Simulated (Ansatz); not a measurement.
# BrFH3NSi: two geometries relaxed

Are the two ends of the inversion of the pyramid at N1 separate minima, and which lies lower? Each is relaxed from a guess. SMILES of the start: N[SiH](F)Br.

Method: RKS BHLYP/def2-SVP, in Ansatz 0.2.0.

### 1 The structure to begin with

Bond lengths: N1–Si2 1.638 Å, Si2–F3 1.588 Å, Si2–Br4 2.150 Å, N1–H5 1.050 Å, N1–H6 1.048 Å, Si2–H7 1.505 Å. Angles: N1–Si2–F3 106.3°, N1–Si2–Br4 107.8°, N1–Si2–H7 108.1°, F3–Si2–Br4 110.4°, F3–Si2–H7 113.2°, Br4–Si2–H7 110.8°, Si2–N1–H5 108.6°, Si2–N1–H6 111.5°, H5–N1–H6 100.2°.

As a file:

```xyz
7

N    -0.0814    1.0736   -0.0048
Si    0.3762   -0.4876    0.1823
F     0.0706   -0.8647    1.6947
Br   -0.8180   -1.6861   -1.1439
H    -1.0399    1.1933    0.4061
H    -0.2815    1.2970   -1.0088
H     1.8352   -0.5935   -0.1712
```

### 2 Relaxing end A

File input.yaml:

```yaml
crystal:
  periodic: [false, false, false]
  atoms:
    - { symbol: "N", position_ang: [-0.0814, 1.0736, -0.0048] }
    - { symbol: Si, position_ang: [0.3762, -0.4876, 0.1823] }
    - { symbol: F, position_ang: [0.0706, -0.8647, 1.6947] }
    - { symbol: Br, position_ang: [-0.818, -1.6861, -1.1439] }
    - { symbol: H, position_ang: [-1.0399, 1.1933, 0.4061] }
    - { symbol: H, position_ang: [-0.2815, 1.297, -1.0088] }
    - { symbol: H, position_ang: [1.8352, -0.5935, -0.1712] }
basis:
  gaussian: { orbitals: def2-SVP }
hamiltonian:
  xc: { name: BHLYP }
relax:
  f_tol: 0.015
  max_steps: 40
```

Launch:

```sh
ansatz run input.yaml --threads 1 --pin off --max-ram 2048MiB --backend cpu --events-out ev --progress --plain --runs-dir out
```

Log, shortened:

```text
Warning: RAYON_NUM_THREADS=1 ignored (pool sized by the plan → 1); use --threads N
[...]
Functional definition: BHLYP
[...]
958 factors; integrals over basis functions are off by at most 3.8e-4 eV
[...]
mean field -82166.59301714 eV, -3019.5665988627 hartree, gradient 1.5e-5 eV, S^2 0.000000; 0 other end points of the search recorded, 0 dependent functions left out
[...]
reference -82166.59317153 eV, -3019.5666045364 hartree; 34, 34 occupied and 59, 59 virtual orbitals, 958 factors
relax step   1: F+E_penalty+E_count = -82166.59301714 eV  Δ(F+E_penalty+E_count) = +0.000e0 eV  max|allowed force component| = 3.184e0 eV/Å  Δτ_max = 0.0000 Å  (25 SCF iters, accepted)
[...]
relax step   4: F+E_penalty+E_count = -82166.99188567 eV  Δ(F+E_penalty+E_count) = +1.011e-2 eV  max|allowed force component| = 6.665e-1 eV/Å  Δτ_max = 0.1969 Å  (30 SCF iters, rejected (line search))
[...]
relax step   7: F+E_penalty+E_count = -82167.05611243 eV  Δ(F+E_penalty+E_count) = -3.904e-3 eV  max|allowed force component| = 9.276e-2 eV/Å  Δτ_max = 0.0758 Å  (29 SCF iters, accepted)
[...]
relax step  10: F+E_penalty+E_count = -82167.06283175 eV  Δ(F+E_penalty+E_count) = -3.942e-3 eV  max|allowed force component| = 3.298e-2 eV/Å  Δτ_max = 0.0984 Å  (28 SCF iters, accepted)
[...]
relax step  13: F+E_penalty+E_count = -82167.06411798 eV  Δ(F+E_penalty+E_count) = +2.546e-4 eV  max|allowed force component| = 2.370e-1 eV/Å  Δτ_max = 0.0722 Å  (28 SCF iters, rejected (line search))
[...]
relax step  14: F+E_penalty+E_count = -82167.06544219 eV  Δ(F+E_penalty+E_count) = -1.070e-3 eV  max|allowed force component| = 3.626e-2 eV/Å  Δτ_max = 0.0361 Å  (29 SCF iters, accepted)
```

### 3 The log goes on: end point A relaxed

Output, continued:

```text
these checks for a lower state are left out or cut short: starts, cluster_reference, orbital_swaps, neighbouring_geometries, increment
958 factors; integrals over basis functions are off by at most 3.8e-4 eV
mean field -82167.06615057 eV, -3019.5839861956 hartree, gradient 1.7e-5 eV, S^2 0.000000; 0 other end points of the search recorded, 0 dependent functions left out
the calculation of the forces begins
reference -82167.06630423 eV, -3019.5839918425 hartree; 34, 34 occupied and 59, 59 virtual orbitals, 958 factors
relax step  15: F+E_penalty+E_count = -82167.06615057 eV  Δ(F+E_penalty+E_count) = -7.084e-4 eV  max|allowed force component| = 5.515e-2 eV/Å  Δτ_max = 0.0356 Å  (30 SCF iters, accepted)
these checks for a lower state are left out or cut short: starts, cluster_reference, orbital_swaps, neighbouring_geometries, increment
958 factors; integrals over basis functions are off by at most 3.8e-4 eV
mean field -82167.06651215 eV, -3019.5839994835 hartree, gradient 1.7e-5 eV, S^2 0.000000; 0 other end points of the search recorded, 0 dependent functions left out
the calculation of the forces begins
reference -82167.06666605 eV, -3019.5840051392 hartree; 34, 34 occupied and 59, 59 virtual orbitals, 958 factors
relax step  16: F+E_penalty+E_count = -82167.06651215 eV  Δ(F+E_penalty+E_count) = -3.616e-4 eV  max|allowed force component| = 1.241e-1 eV/Å  Δτ_max = 0.0558 Å  (29 SCF iters, accepted)
these checks for a lower state are left out or cut short: starts, cluster_reference, orbital_swaps, neighbouring_geometries, increment
958 factors; integrals over basis functions are off by at most 3.8e-4 eV
mean field -82167.06680415 eV, -3019.5840102144 hartree, gradient 1.7e-5 eV, S^2 0.000000; 0 other end points of the search recorded, 0 dependent functions left out
the calculation of the forces begins
reference -82167.06695803 eV, -3019.5840158693 hartree; 34, 34 occupied and 59, 59 virtual orbitals, 958 factors
relax step  17: F+E_penalty+E_count = -82167.06680415 eV  Δ(F+E_penalty+E_count) = -2.920e-4 eV  max|allowed force component| = 1.624e-1 eV/Å  Δτ_max = 0.0298 Å  (30 SCF iters, accepted)
these checks for a lower state are left out or cut short: starts, cluster_reference, orbital_swaps, neighbouring_geometries, increment
958 factors; integrals over basis functions are off by at most 3.9e-4 eV
mean field evaluation 128: about -82166.9396 eV, gradient 5.9e0 eV
mean field -82167.07106318 eV, -3019.5841667309 hartree, gradient 1.2e-5 eV, S^2 0.000000; 0 other end points of the search recorded, 0 dependent functions left out
the calculation of the forces begins
reference -82167.07121716 eV, -3019.5841723896 hartree; 34, 34 occupied and 59, 59 virtual orbitals, 958 factors
relax step  18: F+E_penalty+E_count = -82167.07106318 eV  Δ(F+E_penalty+E_count) = -4.259e-3 eV  max|allowed force component| = 6.794e-2 eV/Å  Δτ_max = 0.1266 Å  (30 SCF iters, accepted)
these checks for a lower state are left out or cut short: starts, cluster_reference, orbital_swaps, neighbouring_geometries, increment
958 factors; integrals over basis functions are off by at most 3.9e-4 eV
mean field -82167.07240909 eV, -3019.5842161920 hartree, gradient 1.6e-5 eV, S^2 0.000000; 0 other end points of the search recorded, 0 dependent functions left out
the calculation of the forces begins
reference -82167.07256324 eV, -3019.5842218570 hartree; 34, 34 occupied and 59, 59 virtual orbitals, 958 factors
relax step  19: F+E_penalty+E_count = -82167.07240909 eV  Δ(F+E_penalty+E_count) = -1.346e-3 eV  max|allowed force component| = 1.590e-1 eV/Å  Δτ_max = 0.0464 Å  (29 SCF iters, accepted)
these checks for a lower state are left out or cut short: starts, cluster_reference, orbital_swaps, neighbouring_geometries, increment
958 factors; integrals over basis functions are off by at most 4.0e-4 eV
mean field -82167.07913650 eV, -3019.5844634199 hartree, gradient 1.5e-5 eV, S^2 0.000000; 0 other end points of the search recorded, 0 dependent functions left out
the calculation of the forces begins
reference -82167.07929024 eV, -3019.5844690697 hartree; 34, 34 occupied and 59, 59 virtual orbitals, 958 factors
relax step  20: F+E_penalty+E_count = -82167.07913650 eV  Δ(F+E_penalty+E_count) = -6.727e-3 eV  max|allowed force component| = 1.253e-1 eV/Å  Δτ_max = 0.2000 Å  (29 SCF iters, accepted)
these checks for a lower state are left out or cut short: starts, cluster_reference, orbital_swaps, neighbouring_geometries, increment
958 factors; integrals over basis functions are off by at most 4.0e-4 eV
mean field -82167.08158343 eV, -3019.5845533428 hartree, gradient 1.7e-5 eV, S^2 0.000000; 0 other end points of the search recorded, 0 dependent functions left out
the calculation of the forces begins
reference -82167.08173694 eV, -3019.5845589841 hartree; 34, 34 occupied and 59, 59 virtual orbitals, 958 factors
relax step  21: F+E_penalty+E_count = -82167.08158343 eV  Δ(F+E_penalty+E_count) = -2.447e-3 eV  max|allowed force component| = 4.644e-2 eV/Å  Δτ_max = 0.0564 Å  (29 SCF iters, accepted)
these checks for a lower state are left out or cut short: starts, cluster_reference, orbital_swaps, neighbouring_geometries, increment
958 factors; integrals over basis functions are off by at most 4.1e-4 eV
mean field evaluation 160: about -82167.0822 eV, gradient 3.5e-4 eV
mean field -82167.08223318 eV, -3019.5845772205 hartree, gradient 1.7e-5 eV, S^2 0.000000; 0 other end points of the search recorded, 0 dependent functions left out
the calculation of the forces begins
reference -82167.08238656 eV, -3019.5845828572 hartree; 34, 34 occupied and 59, 59 virtual orbitals, 958 factors
relax step  22: F+E_penalty+E_count = -82167.08223318 eV  Δ(F+E_penalty+E_count) = -6.497e-4 eV  max|allowed force component| = 2.517e-2 eV/Å  Δτ_max = 0.0242 Å  (29 SCF iters, accepted)
these checks for a lower state are left out or cut short: starts, cluster_reference, orbital_swaps, neighbouring_geometries, increment
958 factors; integrals over basis functions are off by at most 4.1e-4 eV
mean field -82167.08237504 eV, -3019.5845824340 hartree, gradient 1.7e-5 eV, S^2 0.000000; 0 other end points of the search recorded, 0 dependent functions left out
the calculation of the forces begins
reference -82167.08252840 eV, -3019.5845880699 hartree; 34, 34 occupied and 59, 59 virtual orbitals, 958 factors
relax step  23: F+E_penalty+E_count = -82167.08237504 eV  Δ(F+E_penalty+E_count) = -1.419e-4 eV  max|allowed force component| = 5.301e-2 eV/Å  Δτ_max = 0.0221 Å  (30 SCF iters, accepted)
these checks for a lower state are left out or cut short: starts, cluster_reference, orbital_swaps, neighbouring_geometries, increment
958 factors; integrals over basis functions are off by at most 4.1e-4 eV
mean field -82167.08245826 eV, -3019.5845854922 hartree, gradient 1.3e-5 eV, S^2 0.000000; 0 other end points of the search recorded, 0 dependent functions left out
the calculation of the forces begins
reference -82167.08261156 eV, -3019.5845911259 hartree; 34, 34 occupied and 59, 59 virtual orbitals, 958 factors
relax step  24: F+E_penalty+E_count = -82167.08245826 eV  Δ(F+E_penalty+E_count) = -8.322e-5 eV  max|allowed force component| = 6.973e-3 eV/Å  Δτ_max = 0.0063 Å  (24 SCF iters, accepted)
958 factors; integrals over basis functions are off by at most 4.1e-4 eV
mean field evaluation 192: about -82167.0825 eV, gradient 3.7e-5 eV
mean field -82167.08245826 eV, -3019.5845854922 hartree, gradient 1.3e-5 eV, S^2 0.000000; 1 other end points of the search recorded, 0 dependent functions left out
the calculation of the forces begins
reference -82167.08261156 eV, -3019.5845911259 hartree; 34, 34 occupied and 59, 59 virtual orbitals, 958 factors
Total energy: -82167.08261156 eV, -3019.5845911259 hartree
Atom 0 at    -0.323229     0.999860    -0.216719 Å, force    -0.000281     0.001135     0.001490 eV/Å
Atom 1 at     0.336323    -0.522909     0.094798 Å, force     0.002460     0.003208    -0.006973 eV/Å
Atom 2 at     0.400803    -0.894542     1.661140 Å, force     0.001013     0.000420     0.003699 eV/Å
Atom 3 at    -0.970831    -2.055912    -0.817974 Å, force    -0.000252    -0.000551    -0.000670 eV/Å
Atom 4 at    -1.313270     1.177311    -0.207290 Å, force    -0.002785    -0.001136    -0.000117 eV/Å
Atom 5 at     0.223591     1.842029    -0.149635 Å, force     0.001727    -0.000976     0.000391 eV/Å
Atom 6 at     1.707814    -0.613837    -0.409919 Å, force    -0.001882    -0.002100     0.002181 eV/Å
Dipole moment:     0.032646     0.556115    -0.144567 e Å
```

It took 1.7 min on 1 thread of Arm Neoverse V2, shared host; peak memory 0.19 GiB.

The steps of the relaxation:

```csv
step,energy from step 1 (eV),largest force component (eV/Å)
1,0.0000,3.1836
2,-0.3449,1.3917
3,-0.4090,0.3667
4x,-0.3989,0.6665
5,-0.4481,0.1914
6,-0.4592,0.0837
7,-0.4631,0.0928
8x,-0.4584,0.6347
9,-0.4659,0.0536
10,-0.4698,0.0330
11x,-0.4602,0.6016
12,-0.4714,0.0806
13x,-0.4711,0.2370
14,-0.4724,0.0363
15,-0.4731,0.0552
16,-0.4735,0.1241
17,-0.4738,0.1624
18,-0.4780,0.0679
19,-0.4794,0.1590
20,-0.4861,0.1253
21,-0.4886,0.0464
22,-0.4892,0.0252
23,-0.4894,0.0530
24,-0.4894,0.0070
```

Step 1 is the start. 4 steps were tried and not accepted (marked x).

After: Bond lengths: N1–Si2 1.688 Å, Si2–F3 1.611 Å, Si2–Br4 2.212 Å, N1–H5 1.006 Å, N1–H6 1.006 Å, Si2–H7 1.464 Å. Angles: N1–Si2–F3 113.8°, N1–Si2–Br4 108.5°, N1–Si2–H7 111.0°, F3–Si2–Br4 105.4°, F3–Si2–H7 106.5°, Br4–Si2–H7 111.6°, Si2–N1–H5 122.8°, Si2–N1–H6 122.0°, H5–N1–H6 112.7°.

### 4 End point B

The second end starts from a geometry with the move made by hand.

input.yaml, as its differences from that of step 2:

```diff
@@ -7,4 +7,4 @@
     - { symbol: Br, position_ang: [-0.818, -1.6861, -1.1439] }
-    - { symbol: H, position_ang: [-1.0399, 1.1933, 0.4061] }
-    - { symbol: H, position_ang: [-0.2815, 1.297, -1.0088] }
+    - { symbol: H, position_ang: [-0.05338, 1.54553, 0.93242] }
+    - { symbol: H, position_ang: [0.64758, 1.62872, -0.51313] }
     - { symbol: H, position_ang: [1.8352, -0.5935, -0.1712] }
```

Launch:

```sh
ansatz run input.yaml --threads 1 --pin off --max-ram 2048MiB --backend cpu --events-out ev --progress --plain --runs-dir out
```

Log, shortened:

```text
Warning: RAYON_NUM_THREADS=1 ignored (pool sized by the plan → 1); use --threads N
[...]
[... 1 set-up line as earlier in the session ...]
[...]
958 factors; integrals over basis functions are off by at most 3.5e-4 eV
[...]
mean field -82166.52358149 eV, -3019.5640471498 hartree, gradient 4.3e-5 eV, S^2 0.000000; 0 other end points of the search recorded, 0 dependent functions left out
[...]
reference -82166.52373849 eV, -3019.5640529194 hartree; 34, 34 occupied and 59, 59 virtual orbitals, 958 factors
relax step   1: F+E_penalty+E_count = -82166.52358149 eV  Δ(F+E_penalty+E_count) = +0.000e0 eV  max|allowed force component| = 4.648e0 eV/Å  Δτ_max = 0.0000 Å  (25 SCF iters, accepted)
[...]
relax step   8: F+E_penalty+E_count = -82167.03272980 eV  Δ(F+E_penalty+E_count) = -4.461e-3 eV  max|allowed force component| = 2.373e-1 eV/Å  Δτ_max = 0.1378 Å  (30 SCF iters, accepted)
[...]
relax step  15: F+E_penalty+E_count = -82167.05831258 eV  Δ(F+E_penalty+E_count) = -6.100e-4 eV  max|allowed force component| = 3.183e-1 eV/Å  Δτ_max = 0.0963 Å  (29 SCF iters, accepted)
[...]
relax step  22: F+E_penalty+E_count = -82167.06607401 eV  Δ(F+E_penalty+E_count) = +1.100e-4 eV  max|allowed force component| = 2.177e-1 eV/Å  Δτ_max = 0.0658 Å  (29 SCF iters, rejected (line search))
[...]
relax step  27: F+E_penalty+E_count = -82167.07407147 eV  Δ(F+E_penalty+E_count) = -5.082e-3 eV  max|allowed force component| = 8.102e-2 eV/Å  Δτ_max = 0.1266 Å  (30 SCF iters, accepted)
relax step  28: F+E_penalty+E_count = -82167.07397142 eV  Δ(F+E_penalty+E_count) = +1.001e-4 eV  max|allowed force component| = 2.414e-1 eV/Å  Δτ_max = 0.0755 Å  (29 SCF iters, rejected (line search))
```

### 5 The log goes on: end point B relaxed

Output, continued, shortened:

```text
relax step  29: F+E_penalty+E_count = -82167.07613929 eV  Δ(F+E_penalty+E_count) = -2.068e-3 eV  max|allowed force component| = 5.344e-2 eV/Å  Δτ_max = 0.0377 Å  (30 SCF iters, accepted)
[...]
relax step  31: F+E_penalty+E_count = -82167.07756301 eV  Δ(F+E_penalty+E_count) = +3.703e-4 eV  max|allowed force component| = 4.364e-1 eV/Å  Δτ_max = 0.1424 Å  (30 SCF iters, rejected (line search))
[...]
relax step  33: F+E_penalty+E_count = -82167.08189152 eV  Δ(F+E_penalty+E_count) = -3.002e-4 eV  max|allowed force component| = 8.876e-2 eV/Å  Δτ_max = 0.0507 Å  (29 SCF iters, accepted)
[...]
relax step  35: F+E_penalty+E_count = -82167.08239570 eV  Δ(F+E_penalty+E_count) = -5.042e-4 eV  max|allowed force component| = 1.920e-2 eV/Å  Δτ_max = 0.0090 Å  (24 SCF iters, accepted)
[...]
reference -82167.08260890 eV, -3019.5845910282 hartree; 34, 34 occupied and 59, 59 virtual orbitals, 958 factors
Total energy: -82167.08260890 eV, -3019.5845910282 hartree
Atom 0 at     0.179832     1.161952     0.036694 Å, force     0.002477     0.003019     0.003555 eV/Å
Atom 1 at     0.489521    -0.491648     0.181188 Å, force    -0.000870    -0.002028     0.002344 eV/Å
Atom 2 at     0.469756    -1.025177     1.701559 Å, force    -0.000057     0.001427    -0.004424 eV/Å
Atom 3 at    -1.120593    -1.602247    -0.851636 Å, force     0.001878     0.002242     0.001616 eV/Å
Atom 4 at    -0.747467     1.548557     0.087475 Å, force     0.000213    -0.000186    -0.001452 eV/Å
Atom 5 at     0.897675     1.852781     0.179956 Å, force    -0.003961    -0.003651    -0.001548 eV/Å
Atom 6 at     1.808075    -0.828269    -0.358846 Å, force     0.000320    -0.000823    -0.000091 eV/Å
Dipole moment:     0.153590     0.546943    -0.087416 e Å
```

Run time: 2.6 min. Hardware: 1 thread of Arm Neoverse V2, shared host; peak memory 0.2 GiB.

The steps of the relaxation, one in 2:

```csv
step,energy from step 1 (eV),largest force component (eV/Å)
1,0.0000,4.6482
3,-0.4020,0.4833
5,-0.4829,0.6572
7,-0.5047,0.2433
9,-0.5183,0.1044
11,-0.5237,0.1244
13x,-0.5153,0.8629
15,-0.5347,0.3183
17x,-0.5385,0.1383
19x,-0.5408,0.2539
21,-0.5426,0.0616
23,-0.5431,0.0377
25,-0.5450,0.1460
27,-0.5505,0.0810
29,-0.5526,0.0534
31x,-0.5540,0.4364
33,-0.5583,0.0888
35,-0.5588,0.0192
37,-0.5589,0.0044
```

Step 1 is the start. 7 steps were tried and not accepted (marked x).

After: Bond lengths: N1–Si2 1.689 Å, Si2–F3 1.611 Å, Si2–Br4 2.212 Å, N1–H5 1.006 Å, N1–H6 1.007 Å, Si2–H7 1.464 Å. Angles: N1–Si2–F3 113.7°, N1–Si2–Br4 108.6°, N1–Si2–H7 111.0°, F3–Si2–Br4 105.4°, F3–Si2–H7 106.4°, Br4–Si2–H7 111.6°, Si2–N1–H5 122.8°, Si2–N1–H6 121.9°, H5–N1–H6 112.7°.

### 6 Results

| quantity | value |
| --- | --- |
| end A | 19 moves, 0.489 eV lower |
| end B | 29 moves, 0.559 eV lower |
| largest difference between the ends | 0.00 Å |
| end B relative to end A | +0.000 eV |

The two relaxations end at one structure, within 0.00 Å: no second minimum was found from this start, which doesn't rule one out.
